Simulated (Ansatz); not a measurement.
# BrF2HHfO: basis-set convergence

An exercise on one series of results from a longer session: the logs are not shown, and one member is left open.

Computed with Ansatz 0.2.0, Gaussian basis. Level: one geometry, several basis sets.

Levels to be run: PBE0-D4/def2-SVP; ωB97M-V/def2-SVP; PBE0-D4/def2-QZVPP; ωB97M-V/def2-QZVPP; the functionals' def2-TZVPP values are taken from earlier runs.

### Structure used throughout

All runs share one geometry, relaxed beforehand with PBE0-D4 in a triple-zeta def2 set. Hf takes the def2 core potential; no spin-orbit term is included.

SMILES `[OH][Hf]([F])([F])[Br]`, 6 atoms, charge 0, spin multiplicity 1.

Atoms are counted from 1 here; the program's logs count them from 0.

Bond lengths: O1–Hf2 1.892 Å, O1–H6 0.952 Å, Hf2–F3 1.898 Å, Hf2–F4 1.898 Å, Hf2–Br5 2.511 Å. Angles: Hf2–O1–H6 178.1°, O1–Hf2–F3 109.3°, O1–Hf2–F4 109.3°, O1–Hf2–Br5 110.5°, F3–Hf2–F4 108.1°, F3–Hf2–Br5 109.8°, F4–Hf2–Br5 109.8°.

The first run:

Input file in.yaml:

```yaml
crystal:
  periodic: [false, false, false]
  atoms:
    - {symbol: O, position_ang: [-0.923093, 1.010481, 0.466536]}
    - {symbol: Hf, position_ang: [0.292503, -0.343970, -0.050431]}
    - {symbol: F, position_ang: [1.944031, -0.080776, 0.847692]}
    - {symbol: F, position_ang: [-0.395840, -2.035566, 0.467354]}
    - {symbol: Br, position_ang: [0.656392, -0.296342, -2.534108]}
    - {symbol: H, position_ang: [-1.531994, 1.682174, 0.756756]}
basis:
  gaussian: {orbitals: def2-SVP}
hamiltonian: {xc: pbe0, dispersion: d4}
output: {orbitals: {seedname: orbitals}}
```

Among the steps run: PBE0-D4 in def2-SVP; ωB97M-V in def2-SVP; PBE0-D4 in def2-QZVPP; ωB97M-V in def2-QZVPP.

One table of the session follows, with a row left open; its other results are not shown here.

It belongs to the step «Functionals by basis». 

| functional | basis | HOMO (eV) |
| --- | --- | --- |
| PBE0-D4 | def2-SVP | -8.75 |
| PBE0-D4 | def2-TZVPP | -8.82 |
| PBE0-D4 | def2-QZVPP | ? |
| ωB97M-V | def2-SVP | -10.92 |
| ωB97M-V | def2-TZVPP | -11.03 |
| ωB97M-V | def2-QZVPP | -11.04 |

Q: Estimate the row for PBE0-D4, def2-QZVPP from the others.

The run gave: HOMO (eV): -8.84. In the column «HOMO (eV)» it lies between ωB97M-V, def2-SVP (-10.92) and PBE0-D4, def2-TZVPP (-8.82).
